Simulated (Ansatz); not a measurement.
# InH₂+ (singlet): from Hartree-Fock to the top rungs at distance In1–H2 = 2.702 Å, def2-TZVPP

How much of the correlation energy of InH₂+ (singlet) does each wave-function method recover here?

Method: def2-TZVPP, core rule «outside noble gas», up to 9 orbitals frozen; program: Ansatz 0.2.0, Gaussian basis.

Plan: UHF; CCSD(T) on RHF; CCSD(T) on UHF; BCCD(T) on RHF; CCSDT(Q) on RHF; CCSDT(Q) on UHF; CASSCF and NEVPT2, 2 electrons in 2 orbitals; Full CI.

31 further runs of the same task are left out: 12 for a known fault of the program, 1 for a mislabelled method, 14 that didn't finish, 4 set aside as unsound or not needed.

## 1. The system

The geometry derives from a PBE0/def2-TZVP stationary point (not a proven minimum). One bond is set to the value named and the two fragments are kept rigid. No spin-orbit coupling is included. Elements past krypton take def2 core potentials.

3 atoms, charge 1, spin multiplicity 1.

Atoms are counted from 1 here; the program's logs count them from 0.

Bond lengths: In1–H3 1.665 Å.

Geometry (Å):

```xyz
3
H2In
In    0.0000    0.0000    0.3455
H     0.0000    0.0000   -2.3565
H     0.0000    0.0000    2.0109
```

## 2. UHF

in.yaml reads:

```yaml
crystal:
  periodic: [false, false, false]
  atoms:
    - {symbol: In, position_ang: [0.000000, 0.000000, 0.345533]}
    - {symbol: H, position_ang: [0.000000, 0.000000, -2.356467]}
    - {symbol: H, position_ang: [0.000000, 0.000000, 2.010933]}
basis:
  gaussian: {orbitals: def2-TZVPP}
total_charge: 1
magnetization: {spin_polarized: true, initial_magnetization: 0}
hamiltonian: {xc: hf}
output: {orbitals: {seedname: orbitals}}
```

On the command line:

```bash
$ ansatz run in.yaml --threads 1 --pin off --events-out ev --progress --plain --max-ram 2393MiB
```

Further steps of the session: CCSD(T) on RHF; CCSD(T) on UHF; BCCD(T) on RHF; CCSDT(Q) on RHF; CCSDT(Q) on UHF; CASSCF and NEVPT2, 2 electrons in 2 orbitals; Full CI.

Before running them: what should the planned runs give, taken together? Wanted: FCI below the RHF energy; RMP2 from FCI; UMP2 from FCI; RCCSD from FCI; RCCSD(T) from FCI; UCCSD(T) from FCI; RCCSDT(Q) from FCI; UCCSDT(Q) from FCI; NEVPT2 pair from FCI.

The runs gave:

| quantity | value |
| --- | --- |
| FCI below the RHF energy | -2.7004 eV |
| RMP2 from FCI | +919.1 meV |
| UMP2 from FCI | +819.5 meV |
| RCCSD from FCI | +86.6 meV |
| RCCSD(T) from FCI | +19.2 meV |
| UCCSD(T) from FCI | +90.6 meV |
| RCCSDT(Q) from FCI | +0.3 meV |
| UCCSDT(Q) from FCI | +21.4 meV |
| NEVPT2 pair from FCI | +355.6 meV |
| levels within 1 kcal/mol (43 meV) | RCCSD(T), BCCD(T), RCCSDT, UCCSDT, RCCSDT(Q), UCCSDT(Q) |
| T1 diagnostic | 0.032 |
| effectively unpaired electrons | 0.46 |

In words: RCCSD(T) misses by +19.2 meV, 0.7 % of the correlation energy. CCSD(T) misses by +19.2 meV on the restricted determinant and by +90.6 meV on the unrestricted one; the two need not hold the same state or core. The occupations show some static correlation. These misses are within one basis, not against nature.
